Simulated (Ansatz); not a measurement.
## NaLaMnMoO6 in Ansatz: the effect of Hubbard term

NaLaMnMoO6:

```xyz
10
Lattice="4.7224 -2.7369 0.0000 4.7224 2.7369 0.0000 -3.1760 0.0000 4.4714" Properties=species:S:1:pos:R:3 pbc="T T T"
Na   -0.0016    0.0000    3.3293
La    6.2782    0.0000    1.1495
Mn    3.1293    0.0000    2.2320
Mo    0.0068    0.0000    0.0051
O     4.1287    1.3576    1.2752
O     4.1287   -1.3576    1.2752
O     1.7826    0.0000    0.8395
O     4.4861    0.0000    3.6274
O     2.1339    1.3554    3.1981
O     2.1339   -1.3554    3.1981
```

The cell was built by a generator and needn't be a form met in nature.

Alike in all runs:

* Program: Ansatz 0.2.0
* Task: projected density of states
* Functional: PBE
* Potentials or basis: Ansatz PAW
* Cutoff: 420 eV (not typed: the program's choice for these potentials)
* k mesh: 6 × 6 × 6
* Occupations: fermi-dirac, width 0.05 eV
* Spin: collinear spin, ferromagnetic start
* Starting moments: [0.0, 0.0, 4.0, 1.0, 0.0, 0.0, 0.0, 0.0, 0.0, 0.0] μB
* Hubbard projectors: ortho-atomic (the default)
* Double counting: fll (the default)

```tsv
Hubbard term	pressure (GPa)	moment (μB)	largest force (eV/Å)
La f U = 2 eV, Mn d U = 2 eV, Mo d U = 2 eV	4.3	2.50	0.53
La f U = 4 eV, Mn d U = 4 eV, Mo d U = 4 eV	9.6	5.00	1.73
La f U = 6 eV, Mn d U = 6 eV, Mo d U = 6 eV	?	?	?
```

Question: What does the run with Hubbard term La f U = 6 eV, Mn d U = 6 eV, Mo d U = 6 eV give?

Answer: Pressure 11.1 GPa; moment 5.00 μB; largest force 2.06 eV/Å.

Caveats: the magnetic or orbital state may not be the lowest; a cell with one magnetic atom can't hold antiferromagnetic order, which such compounds often take; the density of states is complete only up to the lowest level of the last band computed; forces of over 1 eV/Å show positions far from the minimum, so gaps and moduli don't describe the material at rest (some runs); the starting moments weren't kept (some runs).
